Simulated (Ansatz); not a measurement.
# H: the cost of one run

Method: DFT LDA, all-electron LAPW, scalar-relativistic unless said, in Ansatz 0.2.0.

### Step 1. Starting point

The structure is tetragonal, space group I4/mmm (No. 139). The conventional cell has a = 2.826 Å, b = 2.826 Å, c = 3.863 Å, α = 90.00°, β = 90.00°, γ = 90.00°. Around H (site symmetry 4mm) lie 1 H at 0.77 Å.

Coordinates:

```cif
data_structure
_symmetry_space_group_name_H-M 'I4/mmm'
_symmetry_Int_Tables_number 139
_cell_length_a 2.8263
_cell_length_b 2.8263
_cell_length_c 3.8631
_cell_angle_alpha 90.000
_cell_angle_beta 90.000
_cell_angle_gamma 90.000
_cell_volume 30.86
loop_
_atom_site_label
_atom_site_type_symbol
_atom_site_symmetry_multiplicity
_atom_site_Wyckoff_symbol
_atom_site_fract_x
_atom_site_fract_y
_atom_site_fract_z
_atom_site_occupancy
H1 H 4 e 0.00000 0.00000 0.90020 1
```

Cartesian axes are those of the input's lattice vectors. The structure goes back to a database entry.

### Step 2. Reference run, fine mesh, LAPW

Input file input.yaml:

```yaml
crystal:
  lattice:
    - [-1.41313013102, 1.41313013102, 1.93154945129]
    - [1.41313013102, -1.41313013102, 1.93154945129]
    - [1.41313013102, 1.41313013102, -1.93154945129]
  atoms:
    - { symbol: H, position: [0.900204984193, 0.900204984193, 0.0] }
    - { symbol: H, position: [0.099795015807, 0.099795015807, 0.0] }
kpoints:
  mp_grid: { grid: [10, 10, 10] }
scf:
  occupations: { method: fixed }
hamiltonian:
  xc: lda
  pseudopotentials: { kind: all_electron, lapw: { basis_error: 0.001 } }
output:
  forces: true
  stress: true
  eigenvalues: true
  eigenstates:
    nscf_kmesh: { grid: [16, 16, 16] }
    de_dk: true
    e_range: [-9, 17.18577513272]
  optics:
    e_range: [0, 20]
    de: 0.2
    sigma: 0.25
    bands: { spectra_wanted_up_to: 20 }
    nscf_kmesh: { grid: [16, 16, 16] }
checkpoint:
  write: ck
  write_wavefunctions: false
```

Launch:

```bash
> ansatz run input.yaml --threads 1 --pin off --max-ram 3072MiB --backend cpu --events-out ev --progress --plain --runs-dir out
```

**Question.** How long does this run take on 1 thread of Arm Neoverse V2, shared host, and how much memory does it need?

About 30 s, with a peak of 0.3 GiB.
